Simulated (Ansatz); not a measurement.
## C₂H₆O₂Si, SMILES C1CO[SiH2]O1: a geometry optimisation, step by step

Computed with Ansatz 0.2.0, Python API.

Typed at the interpreter:
```pycon
>>> import ansatz as az
>>> import numpy as np
>>> geometry_ang = [
...     ('C', (-0.2596, 0.983, 0.4228)),
...     ('C', (-0.3557, -0.3753, 1.0343)),
...     ('O', (0.513, -1.1971, 0.2624)),
...     ('Si', (0.6376, -0.5871, -1.2943)),
...     ('O', (-0.2352, 0.8436, -1.0308)),
...     ('H', (-1.1961, 1.6293, 0.6686)),
...     ('H', (0.6083, 1.5842, 0.7418)),
...     ('H', (-1.3207, -0.7875, 0.967)),
...     ('H', (-0.0412, -0.3391, 2.1279)),
...     ('H', (1.9553, -0.3468, -1.7106)),
...     ('H', (-0.2404, -1.4642, -2.1686)),
... ]
>>> molecule = az.Crystal.molecule()
>>> for symbol, xyz in geometry_ang:
...     molecule = molecule.atom(symbol, xyz)
...
>>> job = (
...     molecule.calculation()
...     .basis(gaussian='def2-SVP')
...     .functional('b3lyp', dispersion='d3bj')  # level of theory
... )
>>> symbols = [site.symbol for site in molecule.cartesian_sites]
>>> start = np.array([site.position_ang for site in molecule.cartesian_sites], dtype=float)
>>> def progress(event):
...     if event['event'] == 'relax_step':
...         row = event['data']
...         print(f'step {row["step"]:3d}  E = {row["lagrangian_ev"]:.6f} eV  max force {row["allowed_force_max_ev_ang"]:.4f} eV/A')
...
>>> r = job.relax(force_tolerance=0.02, max_steps=100).session().plan().execute(on_event=progress).report
step   1  E = -14138.150715 eV  max force 2.9405 eV/A
step   2  E = -14138.486990 eV  max force 0.8958 eV/A
step   3  E = -14138.531020 eV  max force 0.2325 eV/A
step   4  E = -14138.487888 eV  max force 0.8980 eV/A
step   5  E = -14138.537457 eV  max force 0.0203 eV/A
step   6  E = -14138.537607 eV  max force 0.0143 eV/A
>>> end = np.array(r['positions_ang'])
>>> print(f'E = {r["free_energy_ev"]:.6f} eV = {r["free_energy_ev"] / 27.211386246:.7f} Ha')
E = -14138.537846 eV = -519.5816824 Ha
>>> print('converged:', r['converged'], ' doubts:', r['published_state_doubts'] or 'none')
converged: True  doubts: none
>>> print('bond        before    after (A)')
bond        before    after (A)
>>> for i, j in [(0, 1), (0, 4), (0, 5), (0, 6), (1, 2), (1, 7), (1, 8), (2, 3), (3, 4), (3, 9), (3, 10)]:
...     d0, d1 = (np.linalg.norm(xyz[i] - xyz[j]) for xyz in (start, end))
...     print(f'{symbols[i]}{i}-{symbols[j]}{j}'.ljust(10), f'{d0:8.4f} {d1:8.4f}')
...
C0-C1        1.4927   1.5426
C0-O4        1.4605   1.4260
C0-H5        1.1641   1.1015
C0-H6        1.1029   1.1065
C1-O2        1.4233   1.4260
C1-H7        1.0515   1.1065
C1-H8        1.1385   1.1015
O2-Si3       1.6766   1.6800
Si3-O4       1.6965   1.6800
Si3-H9       1.4026   1.4856
Si3-H10      1.5181   1.4856
>>> for i, j, k in [(1, 0, 4), (1, 0, 5), (1, 0, 6), (4, 0, 5), (4, 0, 6), (5, 0, 6), (0, 1, 2), (0, 1, 7)]:
...     u, v = end[i] - end[j], end[k] - end[j]
...     print(f'angle {symbols[i]}{i}-{symbols[j]}{j}-{symbols[k]}{k}: {np.degrees(np.arccos(np.clip(u @ v / np.linalg.norm(u) / np.linalg.norm(v), -1, 1))):.2f} deg')
...
angle C1-C0-O4: 107.21 deg
angle C1-C0-H5: 111.73 deg
angle C1-C0-H6: 110.53 deg
angle O4-C0-H5: 109.34 deg
angle O4-C0-H6: 109.81 deg
angle H5-C0-H6: 108.20 deg
angle C0-C1-O2: 107.21 deg
angle C0-C1-H7: 110.54 deg
```

Reading the output:
- Total energies depend on the basis set; only differences at equal settings carry meaning.
- The end point is the stationary point reached from this start; no frequency run checks that it is a minimum, and the basis set is modest.
- b3lyp holds the VWN-RPA fit, as in Gaussian; the form of ORCA and Turbomole is b3lyp5.
- Wall time of the script: 32 s on 1 thread of Arm Neoverse V2 (shared host), peak memory 0.3 GiB.

(Lines on the test bed's own set-up are left out of the output.)
